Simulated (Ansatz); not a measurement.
# Ti3SnO8: the cost of one run

Program: Ansatz 0.2.0. Level of theory: DFT r2SCAN, scalar-relativistic, plane waves, PAW. These are calculated values, not measurements.

1 further run of the same task is left out (it didn't finish).

### 1 The system as given

It takes space group Immm (No. 71, orthorhombic). The conventional cell has a = 6.065 Å, b = 6.639 Å, c = 6.643 Å, α = 90.00°, β = 90.00°, γ = 90.00°. Ti (site symmetry 2mm) has 6 O at 1.97 to 2.00 Å as nearest neighbours. Ti (site symmetry mmm) has 6 O at 1.95 to 2.05 Å as nearest neighbours. Sn (site symmetry mmm) is surrounded by 6 O at 2.07 Å. O (site symmetry mm2) is surrounded by 2 Ti at 1.97 Å and 1 Sn at 2.07 Å. O (site symmetry mm2) has 3 Ti at 1.97 to 2.05 Å as nearest neighbours. O (site symmetry m) is surrounded by 2 Ti at 1.95 to 2.00 Å and 1 Sn at 2.07 Å.

As a file:

```xyz
12
Lattice="-3.0323 3.3197 3.3213 3.0323 -3.3197 3.3213 3.0323 3.3197 -3.3213" Properties=species:S:1:pos:R:3 pbc="T T T"
Ti    1.5051    3.3197    0.0000
Ti    1.5272    0.0000    3.3213
Ti    3.0323    0.0000    0.0000
Sn    0.0000    0.0000    0.0000
O     0.0000    0.0000    2.0693
O     3.0323    0.0000    2.0482
O     1.5960    1.3255    0.0000
O     4.4685    1.3255    0.0000
O    -1.4362    1.9942    3.3213
O     1.4362    1.9942    3.3213
O     0.0000    0.0000    4.5732
O     0.0000    3.3197    1.2731
```

It is the end of an earlier relaxation with the same method, from a generated guess; it is a trial structure. At a tolerance of 0.02 Å it has space group Immm (No. 71); it has 11.14 Å³/atom, an uncorrected energy of -2.64 eV/atom over the elements and, on its mesh, gap 1.71 eV.

### 2 Level of theory: r2SCAN

input.yaml

```yaml
crystal:
  lattice:
    - [-3.0322646924, 3.3196821211, 3.3212590551]
    - [3.0322646924, -3.3196821211, 3.3212590551]
    - [3.0322646924, 3.3196821211, -3.3212590551]
  atoms:
    - { symbol: Ti, position: [0.5, 0.2481768964, 0.7481768964] }
    - { symbol: Ti, position: [0.5, 0.7518231036, 0.2518231036] }
    - { symbol: Ti, position: [0.0, 0.5, 0.5] }
    - { symbol: Sn, position: [0.0, 0.0, 0.0] }
    - { symbol: O, position: [0.3115278169, 0.3115278169, 0.0] }
    - { symbol: O, position: [0.3083468369, 0.8083468369, 0.5] }
    - { symbol: O, position: [0.1996444805, 0.2631771097, 0.4628215902] }
    - { symbol: O, position: [0.1996444805, 0.7368228903, 0.9364673708] }
    - { symbol: O, position: [0.8003555195, 0.2631771097, 0.0635326292] }
    - { symbol: O, position: [0.8003555195, 0.7368228903, 0.5371784098] }
    - { symbol: O, position: [0.6884721831, 0.6884721831, 0.0] }
    - { symbol: O, position: [0.6916531631, 0.1916531631, 0.5] }
basis:
  ecutwfc: 500
kpoints:
  mp_grid: { grid: [6, 6, 6] }
  band_path:
    path:
      - [[0.0, 0.0, 0.0], [0.5, 0.5, -0.5], [0.45838609, 0.54161391, -0.45838609]]
      - [[-0.45838609, 0.45838609, 0.45838609], [0.0, 0.0, 0.0], [0.49976266, -0.49976266, 0.49976266]]
      - [[0.50023734, 0.49976266, -0.49976266], [0.5, 0.5, -0.5]]
      - [[0.0, 0.0, 0.0], [0.0, 0.5, 0.0], [0.25, 0.25, 0.25], [0.5, 0.0, 0.0], [0.0, 0.0, 0.0], [0.0, 0.0, 0.5], [0.25, 0.25, 0.25]]
    npoints: 10
hamiltonian:
  xc: r2scan
scf:
  occupations: { method: gaussian, width: 0.02 }
  n_extra_bands: 30
output:
  forces: true
  stress: true
  eigenvalues: true
  populations: true
  dos: { projected: true, de: 0.02, nscf_kmesh: { grid: [9, 9, 9] } }
  bader: false
  write_density: true
  write_potential: true
  elf: true
  volumetric_format: npy
```

The run is started by

```bash
ansatz run input.yaml --threads 4 --pin off --max-ram 8192MiB --backend cpu --events-out ev --progress --plain --runs-dir out
```

**Question.** How long does this run take on 4 threads of Intel Xeon at 2.70GHz, shared host, and how much memory does it need?

About 45 s, with a peak of 1.6 GiB.
